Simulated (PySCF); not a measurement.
# Ba, Ba⁺, Ba²⁺, Ba⁻: ionisation energies and electron affinity and excitation energies in def2-QZVPPD with ECP46

Wanted: the ionisation energy and electron affinity and excitation energy of barium, up a ladder of methods.

The numbers are computed with PySCF 2.14.0 (unrestricted determinants in a Gaussian basis, no spin-orbit coupling in the energies), except any that are marked as measured or tabulated.

## 1. Starting point

| Item | Value |
| --- | --- |
| Element | barium (Z = 56) |
| Basis | def2-QZVPPD with the def2 core potential (46 electrons) (7s5p3d2f1g, 60 functions) |
| Hamiltonian | a scalar-relativistic core potential |
| State 1 | Ba: [Xe] 6s2, closed-shell 1S |
| State 2 | Ba⁺: [Xe] 6s1, 2S determinant |
| State 3 | Ba²⁺: [Xe], closed-shell 1S |
| State 4 | Ba⁻: [Xe] 5d1 6s2, 2D determinant |
| State 5 | Ba: [Xe] 6s1 6p1, high-spin 3P determinant (an excited configuration) |
| Methods | CCSD(T) |
| Core shells frozen in the correlated runs | valence and next inner shell: nothing (for Ba) |

Outer shells as boxes (Hund's rule):

Ba [Xe] 6s2
```
[Xe] core
6s [↑↓]
```

Ba+ [Xe] 6s1
```
[Xe] core
6s [↑ ]
```

Ba2+ [Xe]
```
[Kr] core
4d [↑↓][↑↓][↑↓][↑↓][↑↓]
5s [↑↓]
5p [↑↓][↑↓][↑↓]
```

Ba- [Xe] 5d1 6s2
```
[Xe] core
5d [↑ ][  ][  ][  ][  ]
6s [↑↓]
```

The runs were made by one driver on top of PySCF. The scripts below sum up each run's settings (the driver also hands on starting orbitals that pick excited configurations, and frozen orbitals as a list rather than a count), and the logs come from the driver's own runs. The driver starts from symmetry-adapted Hartree-Fock orbitals, holds the occupation by maximum overlap and uses a logarithmic radial grid for functionals, so a plain start would take other cycles.

The integrals over 60 functions and the set-up took 0.9 s of CPU time.

## 2. Ba: CCSD(T) (valence and next inner shell)

#### CCSD(T) (valence and next inner shell)

input.py

```python
from pyscf import gto, scf, dft, mp, cc
import basis_set_exchange as bse
txt = bse.get_basis("def2-QZVPPD", elements=["Ba"], fmt="nwchem", header=False)
cut = txt.index("\nECP")
mol = gto.M(atom="Ba 0 0 0", charge=0, spin=0, symmetry="D2h",
            basis=gto.basis.parse(txt[:cut]),
            ecp={"Ba": gto.basis.parse_ecp(txt[cut:])})
mf = scf.UHF(mol)
mf.irrep_nelec = {'Ag': (2, 2), 'B1u': (1, 1), 'B2u': (1, 1), 'B3u': (1, 1)}
mf.kernel()
mycc = cc.CCSD(mf, frozen=0).run()
mycc.ccsd_t()
```

## 3. Ba⁺, at CCSD(T) (valence and next inner shell)

#### CCSD(T) (valence and next inner shell)

input.py

```python
from pyscf import gto, scf, dft, mp, cc
import basis_set_exchange as bse
txt = bse.get_basis("def2-QZVPPD", elements=["Ba"], fmt="nwchem", header=False)
cut = txt.index("\nECP")
mol = gto.M(atom="Ba 0 0 0", charge=1, spin=1, symmetry="D2h",
            basis=gto.basis.parse(txt[:cut]),
            ecp={"Ba": gto.basis.parse_ecp(txt[cut:])})
mf = scf.UHF(mol)
mf.irrep_nelec = {'Ag': (2, 1), 'B1u': (1, 1), 'B2u': (1, 1), 'B3u': (1, 1)}
mf.kernel()
mycc = cc.CCSD(mf, frozen=0).run()
mycc.ccsd_t()
```

## 4. Ba²⁺, at CCSD(T) (valence and next inner shell)

#### CCSD(T) (valence and next inner shell)

input.py

```python
from pyscf import gto, scf, dft, mp, cc
import basis_set_exchange as bse
txt = bse.get_basis("def2-QZVPPD", elements=["Ba"], fmt="nwchem", header=False)
cut = txt.index("\nECP")
mol = gto.M(atom="Ba 0 0 0", charge=2, spin=0, symmetry="D2h",
            basis=gto.basis.parse(txt[:cut]),
            ecp={"Ba": gto.basis.parse_ecp(txt[cut:])})
mf = scf.UHF(mol)
mf.irrep_nelec = {'Ag': (1, 1), 'B1u': (1, 1), 'B2u': (1, 1), 'B3u': (1, 1)}
mf.kernel()
mycc = cc.CCSD(mf, frozen=0).run()
mycc.ccsd_t()
```

## 5. Ba⁻: CCSD(T) (valence and next inner shell)

#### CCSD(T) (valence and next inner shell)

input.py

```python
from pyscf import gto, scf, dft, mp, cc
import basis_set_exchange as bse
txt = bse.get_basis("def2-QZVPPD", elements=["Ba"], fmt="nwchem", header=False)
cut = txt.index("\nECP")
mol = gto.M(atom="Ba 0 0 0", charge=-1, spin=1, symmetry="D2h",
            basis=gto.basis.parse(txt[:cut]),
            ecp={"Ba": gto.basis.parse_ecp(txt[cut:])})
mf = scf.UHF(mol)
mf.irrep_nelec = {'Ag': (2, 2), 'B1g': (1, 0), 'B1u': (1, 1), 'B2u': (1, 1), 'B3u': (1, 1)}
mf.kernel()
mycc = cc.CCSD(mf, frozen=0).run()
mycc.ccsd_t()
```

## 6. Ba [Xe] 6s1 6p1: CCSD(T) (valence and next inner shell)

#### CCSD(T) (valence and next inner shell)

input.py

```python
from pyscf import gto, scf, dft, mp, cc
import basis_set_exchange as bse
txt = bse.get_basis("def2-QZVPPD", elements=["Ba"], fmt="nwchem", header=False)
cut = txt.index("\nECP")
mol = gto.M(atom="Ba 0 0 0", charge=0, spin=2, symmetry="D2h",
            basis=gto.basis.parse(txt[:cut]),
            ecp={"Ba": gto.basis.parse_ecp(txt[cut:])})
mf = scf.UHF(mol)
mf.irrep_nelec = {'Ag': (2, 1), 'B1u': (1, 1), 'B2u': (2, 1), 'B3u': (1, 1)}
mf.kernel()
mycc = cc.CCSD(mf, frozen=0).run()
mycc.ccsd_t()
```

Before running it: what results should come out?

The runs gave:

| quantity | value |
| --- | --- |
| ionisation energy, Ba | UHF 4.260, CCSD(T) (valence and next inner shell) 5.113 eV; reference 5.212 |
| ionisation energy, Ba⁺ | UHF 9.337, CCSD(T) (valence and next inner shell) 9.823 eV; reference 10.004 |
| electron affinity, Ba | UHF -0.948, CCSD(T) (valence and next inner shell) -0.471 eV |
| excitation energy, Ba → [Xe] 6s1 6p1 | UHF 0.792, CCSD(T) (valence and next inner shell) 1.577 eV; reference 1.622 |

Each level's miss (mean over 3 differences):

```
                                method  mean absolute miss against the measured values (with the measured fine structure taken into account where it is known) (eV)
                                   UHF                                                                                                                        0.816
    MP2 (valence and next inner shell)                                                                                                                        0.133
SCS-MP2 (valence and next inner shell)                                                                                                                        0.142
   CCSD (valence and next inner shell)                                                                                                                        0.168
CCSD(T) (valence and next inner shell)                                                                                                                        0.108
```

What this shows: Against experiment CCSD(T) (valence and next inner shell) comes closest (mean absolute error over 3 measured values 0.11 eV) and UHF is farthest (0.82 eV). All values hold for this basis alone; no basis-set limit was taken.
